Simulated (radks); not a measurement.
**The series with 14 electrons, Si to Ir⁶³⁺**

Aim: how levels and radii change as the nucleus grows at a fixed number of electrons, each ion in its NIST ground configuration.

Method: Dirac Kohn-Sham, BLYP, spin-unpolarised, spherical densities, point nucleus; open shells fill j = l - 1/2 first. Code: radks (a radial shooting solver on a logarithmic mesh, Libxc functionals) version 1.

**1. The atom as given**

- electrons: 14
- ions: Si, Cl³⁺, Ca⁶⁺, V⁹⁺, Fe¹²⁺, Cu¹⁵⁺, Ge¹⁸⁺, Br²¹⁺, Sr²⁴⁺, Nb²⁷⁺, Ru³⁰⁺, Ag³³⁺, Sn³⁶⁺, I³⁹⁺, Ba⁴²⁺, Pr⁴⁵⁺, Sm⁴⁸⁺, Tb⁵¹⁺, Er⁵⁴⁺, Lu⁵⁷⁺, W⁶⁰⁺, Ir⁶³⁺
- configuration: NIST ground configuration of each

**2. Si, [Ne] 3s2 3p2**

Input:

```text
Z 14
configuration [Ne] 3s2 3p2
relativity Dirac
functional b88,lyp
spin unpolarised
j_filling energy
nucleus point
c 137.035999084
```

**3. Cl³⁺, [Ne] 3s2 3p2**

Settings, as their differences from step 2:

```diff
@@ -1,3 +1,3 @@
-Z 14
-configuration [Ne] 3s2 3p2
+Z 17
+configuration [Ne] 3s2 3p2 4s0 3d0 4p0
 relativity Dirac
```

**4. Ca⁶⁺, [Ne] 3s2 3p2**

Settings, as their differences from step 3:

```diff
@@ -1,2 +1,2 @@
-Z 17
+Z 20
 configuration [Ne] 3s2 3p2 4s0 3d0 4p0
```

**5. V⁹⁺, [Ne] 3s2 3p2**

Settings, as their differences from step 4:

```diff
@@ -1,2 +1,2 @@
-Z 20
+Z 23
 configuration [Ne] 3s2 3p2 4s0 3d0 4p0
```

**6. Fe¹²⁺, [Ne] 3s2 3p2**

Settings, as their differences from step 5:

```diff
@@ -1,2 +1,2 @@
-Z 23
+Z 26
 configuration [Ne] 3s2 3p2 4s0 3d0 4p0
```

**7. Cu¹⁵⁺, [Ne] 3s2 3p2**

Settings, as their differences from step 6:

```diff
@@ -1,2 +1,2 @@
-Z 26
+Z 29
 configuration [Ne] 3s2 3p2 4s0 3d0 4p0
```

**8. Ge¹⁸⁺, [Ne] 3s2 3p2**

Settings, as their differences from step 7:

```diff
@@ -1,2 +1,2 @@
-Z 29
+Z 32
 configuration [Ne] 3s2 3p2 4s0 3d0 4p0
```

**9. Br²¹⁺, [Ne] 3s2 3p2**

Settings, as their differences from step 8:

```diff
@@ -1,2 +1,2 @@
-Z 32
+Z 35
 configuration [Ne] 3s2 3p2 4s0 3d0 4p0
```

**10. Sr²⁴⁺, [Ne] 3s2 3p2**

Settings, as their differences from step 9:

```diff
@@ -1,2 +1,2 @@
-Z 35
+Z 38
 configuration [Ne] 3s2 3p2 4s0 3d0 4p0
```

**11. Nb²⁷⁺, [Ne] 3s2 3p2**

Settings, as their differences from step 10:

```diff
@@ -1,2 +1,2 @@
-Z 38
+Z 41
 configuration [Ne] 3s2 3p2 4s0 3d0 4p0
```

**12. Ru³⁰⁺, [Ne] 3s2 3p2**

Settings, as their differences from step 11:

```diff
@@ -1,2 +1,2 @@
-Z 41
+Z 44
 configuration [Ne] 3s2 3p2 4s0 3d0 4p0
```

**13. Ag³³⁺, [Ne] 3s2 3p2**

Settings, as their differences from step 12:

```diff
@@ -1,2 +1,2 @@
-Z 44
+Z 47
 configuration [Ne] 3s2 3p2 4s0 3d0 4p0
```

**14. Sn³⁶⁺, [Ne] 3s2 3p2**

Settings, as their differences from step 13:

```diff
@@ -1,2 +1,2 @@
-Z 47
+Z 50
 configuration [Ne] 3s2 3p2 4s0 3d0 4p0
```

**15. I³⁹⁺, [Ne] 3s2 3p2**

Settings, as their differences from step 14:

```diff
@@ -1,2 +1,2 @@
-Z 50
+Z 53
 configuration [Ne] 3s2 3p2 4s0 3d0 4p0
```

**16. Ba⁴²⁺, [Ne] 3s2 3p2**

Settings, as their differences from step 15:

```diff
@@ -1,2 +1,2 @@
-Z 53
+Z 56
 configuration [Ne] 3s2 3p2 4s0 3d0 4p0
```

**17. Pr⁴⁵⁺, [Ne] 3s2 3p2**

Settings, as their differences from step 16:

```diff
@@ -1,2 +1,2 @@
-Z 56
+Z 59
 configuration [Ne] 3s2 3p2 4s0 3d0 4p0
```

**18. Sm⁴⁸⁺, [Ne] 3s2 3p2**

Settings, as their differences from step 17:

```diff
@@ -1,2 +1,2 @@
-Z 59
+Z 62
 configuration [Ne] 3s2 3p2 4s0 3d0 4p0
```

**19. Tb⁵¹⁺, [Ne] 3s2 3p2**

Settings, as their differences from step 18:

```diff
@@ -1,2 +1,2 @@
-Z 62
+Z 65
 configuration [Ne] 3s2 3p2 4s0 3d0 4p0
```

**20. Er⁵⁴⁺, [Ne] 3s2 3p2**

Settings, as their differences from step 19:

```diff
@@ -1,2 +1,2 @@
-Z 65
+Z 68
 configuration [Ne] 3s2 3p2 4s0 3d0 4p0
```

**21. Lu⁵⁷⁺, [Ne] 3s2 3p2**

Settings, as their differences from step 20:

```diff
@@ -1,2 +1,2 @@
-Z 68
+Z 71
 configuration [Ne] 3s2 3p2 4s0 3d0 4p0
```

**22. W⁶⁰⁺, [Ne] 3s2 3p2**

Settings, as their differences from step 21:

```diff
@@ -1,2 +1,2 @@
-Z 71
+Z 74
 configuration [Ne] 3s2 3p2 4s0 3d0 4p0
```

**23. Ir⁶³⁺, [Ne] 3s2 3p2**

Settings, as their differences from step 22:

```diff
@@ -1,2 +1,2 @@
-Z 74
+Z 77
 configuration [Ne] 3s2 3p2 4s0 3d0 4p0
```

Q: Predict the outcome of this session. Wanted: for each run, ion; E; ε(2p1/2); ε(2p3/2); ε(3s1/2); ε(3p1/2); ε(3p3/2, empty); <r>(3p1/2).

The runs gave:

| ion | E (hartree) | ε(2p1/2) (eV) | ε(2p3/2) (eV) | ε(3s1/2) (eV) | ε(3p1/2) (eV) | ε(3p3/2, empty) (eV) | <r>(3p1/2) (bohr) |
| --- | --- | --- | --- | --- | --- | --- | --- |
| Si | -290.00153 | -95.950 | -95.301 | -10.667 | -3.937 | -3.904 | 2.811 |
| Cl³⁺ | -458.80304 | -237.84 | -236.13 | -58.686 | -45.085 | -44.899 | 1.516 |
| Ca⁶⁺ | -668.47058 | -444.78 | -441.04 | -136.47 | -116.03 | -115.48 | 1.081 |
| V⁹⁺ | -919.18538 | -715.35 | -708.14 | -242.65 | -215.38 | -214.14 | 0.8465 |
| Fe¹²⁺ | -1211.26178 | -1049.7 | -1037.0 | -377.06 | -342.90 | -340.48 | 0.6972 |
| Cu¹⁵⁺ | -1545.09614 | -1448.3 | -1427.4 | -539.79 | -498.66 | -494.40 | 0.5930 |
| Ge¹⁸⁺ | -1921.15745 | -1912.0 | -1879.4 | -731.05 | -682.87 | -675.89 | 0.5158 |
| Br²¹⁺ | -2339.98684 | -2441.8 | -2393.1 | -951.15 | -895.82 | -884.97 | 0.4562 |
| Sr²⁴⁺ | -2802.20029 | -3038.8 | -2968.6 | -1200.5 | -1137.9 | -1121.7 | 0.4087 |
| Nb²⁷⁺ | -3308.49310 | -3704.4 | -3606.0 | -1479.5 | -1409.4 | -1386.2 | 0.3699 |
| Ru³⁰⁺ | -3859.64565 | -4440.1 | -4305.5 | -1788.6 | -1711.0 | -1678.6 | 0.3375 |
| Ag³³⁺ | -4456.53041 | -5247.6 | -5067.2 | -2128.5 | -2043.1 | -1999.0 | 0.3101 |
| Sn³⁶⁺ | -5100.12027 | -6128.9 | -5891.4 | -2499.8 | -2406.4 | -2347.5 | 0.2865 |
| I³⁹⁺ | -5791.49831 | -7086.1 | -6778.4 | -2903.3 | -2801.7 | -2724.4 | 0.2660 |
| Ba⁴²⁺ | -6531.8694 | -8121.6 | -7728.3 | -3339.6 | -3229.6 | -3129.7 | 0.2480 |
| Pr⁴⁵⁺ | -7322.5737 | -9238.1 | -8741.5 | -3809.8 | -3691.0 | -3563.6 | 0.2320 |
| Sm⁴⁸⁺ | -8165.1028 | -10438.8 | -9818.4 | -4314.9 | -4187.0 | -4026.5 | 0.2178 |
| Tb⁵¹⁺ | -9061.1186 | -11727.0 | -10959.1 | -4856.0 | -4718.7 | -4518.4 | 0.2049 |
| Er⁵⁴⁺ | -10012.4764 | -13106.5 | -12164.1 | -5434.2 | -5287.2 | -5039.7 | 0.1933 |
| Lu⁵⁷⁺ | -11021.2513 | -14581.6 | -13433.8 | -6051.2 | -5893.9 | -5590.6 | 0.1827 |
| W⁶⁰⁺ | -12089.7721 | -16157.2 | -14768.4 | -6708.4 | -6540.4 | -6171.3 | 0.1729 |
| Ir⁶³⁺ | -13220.6604 | -17838.7 | -16168.5 | -7407.5 | -7228.3 | -6782.1 | 0.1640 |

In words: From Si to Ir⁶³⁺ the 3p1/2 level deepens by a factor 1836 and shrinks by a factor 17.1. The order of these tabulated levels, which need not hold every outer shell, does not change along the series.
